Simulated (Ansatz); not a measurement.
# RuCl+ (triplet): wave-function methods side by side, def2-TZVPP

One table from this session's results is given with a row withheld; the runs are named, their logs left out.

Computed with Ansatz 0.2.0, Gaussian basis. Level: def2-TZVPP, core rule «outside noble gas», up to 9 orbitals frozen.

The runs, in order: UHF; ROHF; CCSD(T) on UHF.

2 further runs of the same task are left out: 2 set aside as unsound or not needed.

### The geometry

The geometry is a PBE0/def2-TZVP stationary point (not a proven minimum) of the parent state, kept for this charge and spin. No spin-orbit coupling is included. Elements past krypton take def2 core potentials.

2 atoms, charge 1, spin multiplicity 3.

Atoms are counted from 1 here; the program's logs count them from 0.

Bond lengths: Ru1–Cl2 2.085 Å.

Set-up of the first run:

in.yaml reads:

```yaml
crystal:
  periodic: [false, false, false]
  atoms:
    - {symbol: Ru, position_ang: [0.000000, 0.000000, 0.000000]}
    - {symbol: Cl, position_ang: [0.000000, 0.000000, 2.085200]}
basis:
  gaussian: {orbitals: def2-TZVPP}
total_charge: 1
magnetization: {spin_polarized: true, initial_magnetization: 2}
hamiltonian: {xc: hf}
output: {orbitals: {seedname: orbitals}}
```

Run with:

```sh
ansatz run in.yaml --threads 1 --pin off --events-out ev --progress --plain --max-ram 4096MiB --backend cpu
```

Steps of the session up to this table: UHF; ROHF; CCSD(T) on UHF.

One table of the session follows, with a row left open; its other results are not shown here.

It belongs to the step «Misses and costs». 

| method | from UCCSD(T) (meV) |
| --- | --- |
| ROHF | +12118.2 |
| UHF | +11448.0 |
| UMP2 | ? |
| UCCSD | +697.7 |
| UCCSD(T) | 0 |

**Question.** Estimate the row for UMP2.

The run gave: from UCCSD(T) (meV): +1469.3. In the column «from UCCSD(T) (meV)» it lies between UCCSD (+697.7) and UHF (+11448.0).

The program flags UCCSD(T) as in doubt (see the logs), so the zero of the table is itself unsure.

Limits of these values: The determinant is far from a pure spin state, so its energy mixes those of several spin states (harmless only where they are near-degenerate, as at dissociation). The program flags UCCSD(T) as in doubt, so the zero of the table is itself unsure.
